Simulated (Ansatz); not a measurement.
# In3CuAs4: the cost of one run

Computed with Ansatz 0.2.0 (DFT PBE+U, PAW, plane waves, scalar-relativistic; U − J = 4 eV on Cu d, unless a step's input says otherwise).

## (1) The structure to begin with

Symmetry: P1, No. 1, triclinic system. Conventional cell: a = 6.036 Å, b = 6.036 Å, c = 6.036 Å, α = 90.00°, β = 90.00°, γ = 90.00°. Around In (site symmetry 1) lie 4 As at 2.57 to 2.68 Å. As (site symmetry 1) is surrounded by 3 In at 2.55 to 2.68 Å and 1 Cu at 2.61 Å. Around In (site symmetry 1) lie 4 As at 2.55 to 2.63 Å. As (site symmetry 1) has 1 Cu at 2.53 Å and 3 In at 2.57 to 2.69 Å as nearest neighbours. Around In (site symmetry 1) lie 4 As at 2.59 to 2.69 Å. Around As (site symmetry 1) lie 3 In at 2.59 to 2.63 Å and 1 Cu at 2.73 Å. Cu (site symmetry 1) has 4 As at 2.53 to 2.73 Å as nearest neighbours. As (site symmetry 1) has 3 In at 2.57 to 2.67 Å and 1 Cu at 2.57 Å as nearest neighbours.

As a file:

```
In As Cu
1.0
     6.03600    0.00000    0.00000
     0.00000    6.03600    0.00000
     0.00000    0.00000    6.03600
In As Cu
3 4 1
Cartesian
  6.0161 6.0061 6.0267
  0.0147 3.0151 3.0318
  3.0228 0.0009 2.9835
  1.4887 1.5679 1.5298
  1.4565 4.5084 4.5509
  4.5296 1.4582 4.5054
  4.5456 4.4194 1.4957
  2.9527 3.0849 6.0197
```

Atoms are counted from 1 in the order of input.yaml (As8 and so on).

In a fixed run the two spins have Fermi levels of their own, and the moment is shared at the start among the d and f atoms with one sign. No search for lower states follows.

Site moments are integrals over atomic spheres and don't add up to the total.

## (2) Usual moment, free total moment

Input file input.yaml:

```yaml
crystal:
  lattice:
    - [6.036, 0.0, 0.0]
    - [0.0, 6.036, 0.0]
    - [0.0, 0.0, 6.036]
  atoms:
    - { symbol: In, position: [0.99671032, 0.99505442, 0.99845467] }
    - { symbol: As, position: [0.24664012, 0.25976186, 0.25344552] }
    - { symbol: In, position: [0.00243397, 0.49952153, 0.50228243] }
    - { symbol: As, position: [0.24130214, 0.74691786, 0.75396287] }
    - { symbol: In, position: [0.50080172, 0.00015133, 0.49428477] }
    - { symbol: As, position: [0.75042262, 0.24157846, 0.74642892] }
    - { symbol: Cu, position: [0.48917914, 0.51107633, 0.99730428], spin: 1.0 }
    - { symbol: As, position: [0.75308742, 0.73218064, 0.24780146] }
magnetization:
  spin_polarized: true
hamiltonian:
  xc: pbe
  pseudopotentials: { kind: paw }
  hubbard: { sites: [{ species: Cu, l: d, u_eff: 4.0 }] }
basis:
  ecutwfc: 420
kpoints:
  mp_grid: { grid: [3, 3, 3] }
scf:
  occupations: { method: fermi_dirac, width: 0.01 }
  lower_state_search: "off"
output:
  forces: true
  stress: true
```

The run is started by

```sh
$ ansatz run input.yaml --threads 4 --pin off --max-ram 9216MiB --backend cpu --events-out ev --progress --plain --runs-dir out
```

Q: Estimate wall time and peak memory on 4 threads of Arm Neoverse V2, shared host.

About 22 s, with a peak of 0.97 GiB.
